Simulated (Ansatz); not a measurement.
The system is NbPd4.

```
Pd Nb
1.0
     1.41760    0.81845   11.49527
    -1.41760    0.81845   11.49527
     0.00000   -1.63690   11.49527
Pd Nb
4 1
Direct
  0.60062 0.60062 0.60062
  0.19992 0.19992 0.19992
  0.80008 0.80008 0.80008
  0.39938 0.39938 0.39938
  0.00000 0.00000 0.00000
```

The cell comes from a database or a generator and needn't be the stable form of this composition.

Below is the output of Ansatz 0.2.0 for this cell. Logs are shortened: lines on timing, memory, paths and dates and some standing lists are left out, and cuts for length are marked.

```text
Warning: RAYON_NUM_THREADS=2 ignored (pool sized by the plan → 2); use --threads N
basis.fft_grid_basis auto: the FFT boxes are laid along the combinations [[1, 0, -1], [0, 1, -1], [0, 0, 1]] of the cell's own vectors, 2.835, 2.835 and 11.611 Å long. The dense box has 20×20×80 points. Along the cell's own vectors, as sized, it would have 80×80×80, 16.00 times as many. Of the 12 symmetry operations that the crystal satisfies within crystal.symmetry.tolerance (time reversal apart; of a slab, those that keep its plane) the dense box along the cell's own vectors carries 12, and the one as laid loses 8 of those. basis.fft_grid_basis: typed keeps the cell's own vectors: state it where this run's energies or levels are differenced outside the engine with another run's, or held beside a run that keeps those vectors.
Engine: ansatz 0.2.0, x86_64-unknown-linux-gnu
Pseudopotentials: kind: paw
Pseudopotential: Pd, paw, valence charge 18, recommended cutoff 420 eV (normal), Pd.paw.azcp
Pseudopotential: Nb, paw, valence charge 13, recommended cutoff 420 eV (normal), Nb.paw.azcp
Functional definition: PBEsol
  exchange = pbesol_x
  correlation = pbesol_c
Crystal: 5 atoms, lattice volume = 80.023 Å³
[... 127 lines left out ...]
  max |Σ_I F_I| component: 2.31e-18 eV/Å
--- Stress (GPa, compression-positive) ---
        0.015280       0.000000      -0.000000
        0.000000       0.015280      -0.000000
       -0.000000      -0.000000       0.020033
  P = ⅓ Tr σ = 0.0169 GPa (0.169 kbar)
--- Band table (eV; the first three rows and the last of 146) ---
  k-point 0: bands = ["-64.6521", "-64.6520", "-63.9953", "-63.9696", "-34.9025", "-30.5535", "-30.5468", "-30.1653", "-30.1653", "-30.1653", "-30.1653", "-29.7757", "-29.6121", "-29.6121", "-29.5835", "-29.5835", "-29.5811", "-11.0949", "-10.0460", "-10.0460", "12.6285", "13.7556", "14.0753", "14.6081", "14.6521", "16.4895", "16.7925", "16.7925", "16.8606", "16.8606", "17.0580", "17.2159", "17.2159", "17.2691", "17.2691", "17.8124", "18.0855", "18.0855", "18.1769", "18.1769", "18.8322", "18.8322", "19.5577", "19.5911", "19.5911", "19.8697", "20.4809", "20.4809", "23.6678", "23.6678", "28.7199"]
  k-point 1: bands = ["-64.6495", "-64.6495", "-63.9922", "-63.9675", "-34.8791", "-30.5501", "-30.5436", "-30.1889", "-30.1889", "-30.1710", "-30.1710", "-29.7712", "-29.6385", "-29.6186", "-29.6052", "-29.5883", "-29.5782", "-11.0724", "-10.1945", "-10.0787", "12.9031", "13.9840", "14.3133", "14.8180", "14.8698", "16.3601", "16.6398", "16.6949", "16.9153", "16.9457", "17.0243", "17.0975", "17.3020", "17.3171", "17.4121", "17.7762", "17.8640", "18.0269", "18.0750", "18.1808", "18.6176", "18.8643", "18.9516", "19.5815", "19.6020", "20.3548", "20.7568", "21.1421", "23.5965", "23.8481", "28.8942"]
  k-point 2: bands = ["-64.6425", "-64.6425", "-63.9839", "-63.9619", "-34.8160", "-30.5409", "-30.5352", "-30.2518", "-30.2515", "-30.1864", "-30.1863", "-29.7629", "-29.7019", "-29.6587", "-29.6359", "-29.6014", "-29.5784", "-11.0114", "-10.5815", "-10.1655", "13.6505", "14.5272", "14.8337", "15.1666", "15.4140", "16.0424", "16.3416", "16.4813", "16.5629", "16.7905", "17.2614", "17.3109", "17.4039", "17.4540", "17.5562", "17.5962", "17.6406", "17.9537", "18.0160", "18.2790", "18.3809", "18.8976", "19.1856", "19.5860", "19.6065", "20.3984", "21.5865", "22.6897", "23.4083", "24.3001", "29.2799"]
  k-point 145: bands = ["-64.6495", "-64.6495", "-63.9922", "-63.9675", "-34.8791", "-30.5518", "-30.5419", "-30.1890", "-30.1887", "-30.1710", "-30.1710", "-29.7713", "-29.6385", "-29.6186", "-29.6052", "-29.5883", "-29.5782", "-11.0724", "-10.1945", "-10.0787", "13.2185", "13.2974", "14.6083", "14.7176", "15.1174", "16.6003", "16.7267", "16.8205", "16.8946", "16.9549", "17.0222", "17.0260", "17.1446", "17.3288", "17.3892", "17.3935", "17.8402", "17.9315", "17.9857", "18.3101", "18.5960", "18.8411", "19.1492", "19.5643", "19.6130", "20.1601", "20.7625", "21.3901", "23.5973", "24.0723", "27.8601"]
--- Relaxed structure (5 steps of the walk, 4 accepted, 1 SCFs on fresh bases) ---
  F+E_penalty+E_count = -32122.78778109 eV   max|allowed force component| = 2.028e-3 eV/Å   (the final SCF, on the basis selected at the relaxed cell)
  cell:  # Å, volume = 75.4007 Å³
    - [1.3875485419111748, 0.801101524186087, 11.305456370087159]
    - [-1.3875485419111748, 0.801101524186087, 11.305456370087159]
    - [-1.2724630333513669e-33, -1.6022030483721799, 11.305456370087159]
  atoms:
    - { symbol: Pd, position: [0.6003702865961724, 0.6003702865961724, 0.6003702865961723] }
    - { symbol: Pd, position: [0.19989897514588353, 0.19989897514588353, 0.1998989751458835] }
    - { symbol: Pd, position: [0.8001010248541166, 0.8001010248541166, 0.8001010248541165] }
    - { symbol: Pd, position: [0.3996297134038275, 0.3996297134038275, 0.39962971340382747] }
    - { symbol: Nb, position: [-5.187450378004909e-21, -5.187450378004961e-21, -5.187450378004898e-21] }
```

Task: Write the input and the command behind it.

Result: Relaxation of cell and atoms with PBEsol, no spin polarisation. The files as run (others can give the same):

input.yaml
```yaml
crystal:
  lattice:
    - [1.4176001398, 0.8184518223, 11.4952655238]
    - [-1.4176001398, 0.8184518223, 11.4952655238]
    - [0.0, -1.6369036446, 11.4952655238]
  atoms:
    - { symbol: Pd, position: [0.600621, 0.600621, 0.600621] }
    - { symbol: Pd, position: [0.199916, 0.199916, 0.199916] }
    - { symbol: Pd, position: [0.800084, 0.800084, 0.800084] }
    - { symbol: Pd, position: [0.399379, 0.399379, 0.399379] }
    - { symbol: Nb, position: [0.0, 0.0, 0.0] }
hamiltonian:
  xc: pbesol
  pseudopotentials: { kind: paw }
kpoints:
  mp_grid: { grid: [11, 11, 11] }
scf:
  occupations: { method: fermi_dirac, width: 0.05 }
output:
  forces: true
  stress: true
  eigenvalues: true
relax:
  f_tol: 0.01
  max_steps: 40
  cell: { stress_tol: 0.05 }
```

Potentials or basis: Ansatz PAW.
The run is started by
```sh
$ ansatz run input.yaml --threads 2 --pin off --max-ram 5632MiB --backend cpu --events-out ev --progress --plain --runs-dir out
```

Caveat: the plane-wave basis is chosen anew once the cell has moved, so the energies of steps on either side of that aren't comparable; the PAW data sets come from PBE, with cores solved anew for the run's functional, which leaves a small shift of forces and pressure.
